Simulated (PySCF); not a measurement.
**From one method to the next for ZnCl⁻**

Aim: see what other levels and later steps give for ZnCl⁻.

Method: each script names its method and basis; program: PySCF 2.14.0.

## Step 1: The system as given

ZnCl⁻: 2 atoms, charge -1, spin multiplicity 1.

Bond lengths: Zn1–Cl2 1.892 Å.

## Step 2: Base script

input.py reads:

```python
from pyscf import gto, dft

mol = gto.M(
    atom='Zn 0 0 0; Cl 0 0 1.892',
    basis='6-31g',
    charge=-1,
    spin=0,
    verbose=4,
)
mf = dft.RKS(mol, xc='mn15')
mf.kernel()
mf.stability(internal=True, external=True)
mf.dip_moment()
print('orbital energies (hartree):', mf.mo_energy[..., max(0, mol.nelec[1]-3):mol.nelec[0]+3].round(4))
```

Launch:

```
OMP_NUM_THREADS=1 python input.py
```

## Step 3: Blyp

Run 1 changes functional: mn15 → blyp.

Changes to input.py since step 2:

```diff
@@ -9,3 +9,3 @@
 )
-mf = dft.RKS(mol, xc='mn15')
+mf = dft.RKS(mol, xc='blyp')
 mf.kernel()
```

## Step 4: TDDFT

Run 2 changes step after the SCF: stability → tddft; number of roots: none → 4.

Changes to input.py since step 2:

```diff
@@ -1,2 +1,2 @@
-from pyscf import gto, dft
+from pyscf import gto, dft, tdscf
 
@@ -11,3 +11,6 @@
 mf.kernel()
-mf.stability(internal=True, external=True)
+td = tdscf.TDDFT(mf)
+td.nstates = 4
+td.kernel()
+td.analyze()
 mf.dip_moment()
```

## Step 5: O3lyp

Run 3 changes functional: mn15 → o3lyp.

Changes to input.py since step 2:

```diff
@@ -9,3 +9,3 @@
 )
-mf = dft.RKS(mol, xc='mn15')
+mf = dft.RKS(mol, xc='o3lyp')
 mf.kernel()
```

**Question.** What will these runs give? Wanted: for each run, E(SCF); from base; gap; after the SCF.

**Answer**, as computed:

```csv
run,E(SCF) (hartree),from base (eV),cycles,gap (eV),after the SCF
base,-2239.402083,0,9,4.64,stable
blyp,-2239.307065,not comparable,8,2.46,stable
TDDFT,-2239.402083,0.0000,9,4.64,lowest root found 3.36 eV
o3lyp,-2239.601998,not comparable,8,3.08,stable
```

In words: The highest filled level of this anion is positive: the basis lacks diffuse functions or the electron is not bound, so these numbers hang on the basis. The gap between the frontier levels is 2.5 eV with blyp (0 % exact exchange) and 4.6 eV with mn15 (44 %): exact exchange opens it. Total energies of different functionals can't be compared with each other; differences within one functional can. The dearest run is “TDDFT”, at 37 s against 12 s.
